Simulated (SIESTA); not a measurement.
Crystal: AgRh.

```xyz
2
Lattice="2.7776 0.0000 0.0000 -1.3888 2.4055 0.0000 0.0000 0.0000 4.8086" Properties=species:S:1:pos:R:3 pbc="T T T"
Ag    0.0000    0.0000    2.4043
Rh    1.3888    0.8018    0.0000
```

The cell comes from a database or a generator and needn't be the stable form of this composition.

| Property | Result |
| --- | --- |
| Program | SIESTA 5.4.2 |
| Task | relaxation of cell and atoms |
| Functional | PBEsol |
| Potentials or basis | PseudoDojo 0.4 standard (PBEsol files) |
| Basis | DZP (energy shift 0.003 Ry; two zetas on semicore shells) |
| Grid cutoff | 1200 Ry |
| Energy shift | 0.003 Ry |
| k mesh | 8 × 8 × 4 |
| Occupations | fermi-dirac, width 0.05 eV |
| Spin | no spin polarisation |

At the start: pressure -9.0 GPa; volume 16.06 Å³/atom.

Problem. Where does the relaxation end?

Solution. Over 10 steps the energy falls by 28.6 meV/atom and the volume is 15.18 Å³/atom (-5.5 %); space group P-6m2 (No. 187, to 0.05 Å).

The path:
```csv
step,energy change (eV),largest force (eV/Å),pressure (GPa),volume (Å³)
1,0.0000,0.0000,-9.00,32.13
2,-0.0080,0.0000,-8.36,31.99
3,-0.0550,0.0000,0.84,30.26
4,0.0977,0.0000,-14.01,33.45
5,0.1087,0.0000,-14.49,33.58
6,-0.0563,0.0000,-0.89,30.50
7,-0.0572,0.0000,0.22,30.33
8,-0.0572,0.0000,-0.12,30.38
9,-0.0572,0.0000,0.05,30.35
10,-0.0572,0.0000,-0.01,30.36
```

Final structure:
```yaml
crystal:
  lattice:
    - [2.74092, -0.00001, 0.00000]
    - [-1.37047, 2.37370, 0.00000]
    - [0.00000, 0.00000, 4.66638]
  atoms:
    - { symbol: Ag, position: [0.00000, 0.00000, 0.50000] }
    - { symbol: Rh, position: [0.66667, 0.33333, 0.00000] }
```

Caveat: short orbitals over semicore shells can move pressures by several GPa; the basis of atomic orbitals isn't converged, which shifts pressures, moduli and gaps.
